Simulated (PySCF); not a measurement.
Molecule: NKH2, in a box.

```xyz
4
Lattice="12.0000 0.0000 0.0000 0.0000 11.0000 0.0000 0.0000 0.0000 12.0000" Properties=species:S:1:pos:R:3 pbc="T T T"
N     5.4873    5.4255    5.8027
K     7.4685    4.9956    7.0628
H     4.5575    5.0323    5.9321
H     5.3669    6.0464    5.0051
```

Base run:

```yaml
Program: PySCF 2.14.0
Functional: BHandHLYP
Potentials_or_basis: def2-svp (all-electron)
k_mesh: 1 × 1 × 1
Occupations: fixed
Spin: no spin polarisation
```

Its results: gap between the frontier levels 3.67 eV.

Question: After a change of settings the same cell gave: gap between the frontier levels 0.55 eV. Which change was it?
A. functional from BHandHLYP to HSE06
B. functional from BHandHLYP to PBE
C. functional from BHandHLYP to B3PW91

Answer: B.

BHandHLYP gives the wider gap, since exact exchange removes part of the self-interaction.

Caveats: this is a molecule in a periodic box at the Γ point, so its band gap is the HOMO-LUMO gap; the basis of atomic orbitals isn't converged, which shifts pressures, moduli and gaps.
